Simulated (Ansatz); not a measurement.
# InGe2O2: the cost of one run

Computed with Ansatz 0.2.0 (DFT PBE, scalar-relativistic, plane waves, PAW, unless a step's input says otherwise).

## (1) The structure to begin with

The structure is hexagonal, space group P6/mmm (No. 191). Conventional cell: a = 3.733 Å, b = 3.733 Å, c = 8.615 Å, α = 90.00°, β = 90.00°, γ = 120.00°. In (site symmetry 6/mmm) has 2 Ge at 3.12 Å in its first shell of neighbours. Ge (site symmetry 6mm) has 1 Ge at 2.37 Å and 6 O at 2.46 Å in its first shell of neighbours. Around O (site symmetry -6m2) lie 3 O at 2.16 Å and 6 Ge at 2.46 Å.

As a file:

```
In Ge O
1.0
     3.73270    0.00000    0.00000
    -1.86635    3.23261    0.00000
     0.00000    0.00000    8.61540
In Ge O
1 2 2
Direct
  0.00000 0.00000 0.50000
  0.00000 0.00000 0.86270
  0.00000 0.00000 0.13730
  0.33333 0.66667 0.00000
  0.66667 0.33333 0.00000
```

The cell was relaxed beforehand at this level, from a generated guess; it needn't be the stable form of this composition. At a tolerance of 0.05 Å it has space group P6/mmm (No. 191); it has 20.79 Å³/atom, an uncorrected energy of +0.37 eV/atom over the elements.

## (2) Bands, states and charges

input.yaml reads:

```yaml
crystal:
  lattice:
    - [3.7327003139, 0.0, 0.0]
    - [-1.8663501569, 3.2326132965, 0.0]
    - [0.0, 0.0, 8.6153996288]
  atoms:
    - { symbol: In, position: [0.0, 0.0, 0.5] }
    - { symbol: Ge, position: [0.0, 0.0, 0.8626955997] }
    - { symbol: Ge, position: [0.0, 0.0, 0.1373044003] }
    - { symbol: O, position: [0.3333333333, 0.6666666667, 0.0] }
    - { symbol: O, position: [0.6666666667, 0.3333333333, 0.0] }
basis:
  ecutwfc: 420
kpoints:
  mp_grid: { grid: [12, 12, 6] }
  band_path:
    path:
      - [[0.0, 0.0, 0.0], [0.5, 0.0, 0.0], [0.33333333, 0.33333333, 0.0], [0.0, 0.0, 0.0], [0.0, 0.0, 0.5], [0.5, 0.0, 0.5], [0.33333333, 0.33333333, 0.5], [0.0, 0.0, 0.5]]
      - [[0.5, 0.0, 0.5], [0.5, 0.0, 0.0]]
      - [[0.33333333, 0.33333333, 0.5], [0.33333333, 0.33333333, 0.0]]
    npoints: 14
hamiltonian:
  xc: pbe
scf:
  occupations: { method: gaussian, width: 0.1 }
  n_extra_bands: 12
output:
  forces: true
  stress: true
  eigenvalues: true
  populations: true
  dos: { projected: true, de: 0.02, nscf_kmesh: { grid: [15, 15, 8] } }
  bader: true
  write_density: true
  write_potential: true
  elf: true
  volumetric_format: npy
```

Run with:

```console
$ ansatz run input.yaml --threads 1 --pin off --max-ram 2560MiB --backend cpu --events-out ev --progress --plain --runs-dir out
```

Q: Estimate wall time and peak memory on 1 thread of AMD EPYC (Zen 3), shared host.

About 2.9 min, with a peak of 0.62 GiB.
